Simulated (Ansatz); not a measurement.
# C2H7Al (SMILES [CH3][AlH][CH3]) at SVWN5/def2-SVPD

Aim: the electronic atomisation energy of C2H7Al at SVWN5/def2-SVPD, from 4 runs. 

Program for the calculation: Ansatz 0.2.0.

36 further runs of the same task are left out: 36 set aside as unsound or not needed.

## 1. The system as given

C2H7Al has 10 atoms, charge 0, and is taken as a singlet. SMILES: `[CH3][AlH][CH3]`. The shape is that of a PBE0-D4/def2-TZVP optimisation.

Bond lengths: C1–Al2 1.954 Å, Al2–C3 1.954 Å, C1–H4 1.095 Å, C1–H5 1.092 Å, C1–H6 1.096 Å, Al2–H7 1.595 Å, C3–H8 1.093 Å, C3–H9 1.095 Å, C3–H10 1.096 Å. Some angles: C1–Al2–C3 121.2°, C1–Al2–H7 120.2°, C3–Al2–H7 118.5°, Al2–C1–H4 111.1°, Al2–C1–H5 113.4°, Al2–C1–H6 110.4°, Al2–C3–H8 113.4°, Al2–C3–H9 111.0°, Al2–C3–H10 110.5°, H4–C1–H5 108.0°.

## 2. The energy at SVWN5/def2-SVPD

molecule.yaml

```yaml
crystal:
  periodic: [false, false, false]
  atoms:
    - {symbol: C, position_ang: [-1.219100, 0.923600, -0.783300]}
    - {symbol: Al, position_ang: [0.496800, 0.021800, -0.536400]}
    - {symbol: C, position_ang: [0.903900, -0.949000, 1.109700]}
    - {symbol: H, position_ang: [-2.054000, 0.233200, -0.621200]}
    - {symbol: H, position_ang: [-1.337000, 1.368500, -1.773800]}
    - {symbol: H, position_ang: [-1.340300, 1.723700, -0.043600]}
    - {symbol: H, position_ang: [1.605700, 0.078800, -1.681200]}
    - {symbol: H, position_ang: [0.069000, -0.980000, 1.814000]}
    - {symbol: H, position_ang: [1.201900, -1.980900, 0.894300]}
    - {symbol: H, position_ang: [1.756300, -0.490900, 1.624500]}
basis:
  gaussian: {orbitals: def2-SVPD}
hamiltonian: {xc: {name: SVWN5}}
accuracy: high
output: {orbitals: {seedname: orbitals}}
```

Command:

```console
ansatz run molecule.yaml --threads 1 --pin off --max-ram 3480MiB --events-out events.jsonl --progress --plain --runs-dir runs
```

What it wrote:

```text
Warning: RAYON_NUM_THREADS=1 ignored (pool sized by the plan → 1); use --threads N
Functional definition: SVWN5
  name "SVWN5"
  exchange = slater_x
  correlation = vwn5_c
2444 factors; integrals over basis functions are off by at most 3.6e-9 eV
mean field evaluation 1: about -8715.2379 eV, gradient 8.1e1 eV
mean field evaluation 2: about -8688.5702 eV, gradient 1.2e2 eV
mean field evaluation 4: about -8731.4315 eV, gradient 4.1e0 eV
mean field evaluation 8: about -8731.5025 eV, gradient 1.0e-1 eV
mean field evaluation 16: about -8731.5025 eV, gradient 4.0e-6 eV
mean field -8731.50248668 eV, -320.8767979606 hartree, gradient 1.2e-8 eV, S^2 0.000000; 0 other end points of the search recorded, 0 dependent functions left out
reference -8731.50249193 eV, -320.8767981536 hartree; 16, 16 occupied and 104, 104 virtual orbitals, 2444 factors
Total energy: -8731.50249193 eV, -320.8767981536 hartree
```

Wall time 6.3 s (1 thread of Arm Neoverse V2, shared host); peak memory 0.35 GiB.

## 3. The Al atom

in.yaml

```yaml
crystal:
  periodic: [false, false, false]
  atoms:
    - symbol: Al
      position_ang: [0.000000, 0.000000, 0.000000]
basis:
  gaussian: {orbitals: def2-SVPD}
magnetization: {spin_polarized: true, initial_magnetization: 1}
hamiltonian: {xc: {name: SVWN5}}
accuracy: high
```

Run the same way, it converges to -241.22427 Eh (log not shown).

## 4. The C atom, same level

in.yaml

```yaml
crystal:
  periodic: [false, false, false]
  atoms:
    - {symbol: C, position_ang: [0.000000, 0.000000, 0.000000]}
basis:
  gaussian: {orbitals: def2-SVPD}
magnetization: {spin_polarized: true, initial_magnetization: 2}
hamiltonian: {xc: {name: SVWN5}}
accuracy: high
```

Command:

```console
ansatz run in.yaml --threads 1 --pin off --max-ram 3480MiB --events-out events.jsonl --progress --plain --runs-dir runs
```

What it wrote:

```text
Warning: RAYON_NUM_THREADS=1 ignored (pool sized by the plan → 1); use --threads N
Functional definition: SVWN5
  name "SVWN5"
  exchange = slater_x
  correlation = vwn5_c
163 factors; integrals over basis functions are off by at most 3.2e-9 eV
mean field evaluation 1: about -1018.1794 eV, gradient 4.6e0 eV
mean field evaluation 2: about -1018.1985 eV, gradient 4.5e0 eV
mean field evaluation 4: about -1018.3202 eV, gradient 1.1e0 eV
mean field evaluation 8: about -1018.3260 eV, gradient 1.2e-4 eV
mean field evaluation 16: about -1018.2584 eV, gradient 3.6e0 eV
mean field -1018.32600831 eV, -37.4227905593 hartree, gradient 7.0e-8 eV, S^2 2.002722; 1 other end points of the search recorded, 0 dependent functions left out
reference -1018.32601054 eV, -37.4227906412 hartree; 4, 2 occupied and 16, 18 virtual orbitals, 163 factors
Total energy: -1018.32601054 eV, -37.4227906412 hartree
```

Run time: 0.26 s. Hardware: 1 thread of Arm Neoverse V2, shared host.

## 5. The H atom at the same level

molecule.yaml

```yaml
crystal:
  periodic: [false, false, false]
  atoms:
    - {symbol: H, position_ang: [0.000000, 0.000000, 0.000000]}
basis:
  gaussian: {orbitals: def2-SVPD}
magnetization: {spin_polarized: true, initial_magnetization: 1}
hamiltonian: {xc: {name: SVWN5}}
accuracy: high
```

Run the same way, it converges to -0.47747 Eh (log not shown).

## 6. Results

At SVWN5/def2-SVPD:

```
                     quantity          value
       molecule: total energy  -320.87680 Eh
        molecule: HOMO energy       -6.64 eV
        molecule: LUMO energy       -1.85 eV
      molecule: HOMO–LUMO gap        4.78 eV
        Al atom: total energy  -241.22427 Eh
                Al atom: ⟨S²⟩          0.752
         C atom: total energy   -37.42279 Eh
                 C atom: ⟨S²⟩          2.003
         H atom: total energy    -0.47747 Eh
                 H atom: ⟨S²⟩          0.750
electronic atomisation energy      39.856 eV
```

What this shows: Taking the molecule apart into free atoms costs 39.86 eV (3845 kJ/mol), before zero-point energy and without spin-orbit coupling.
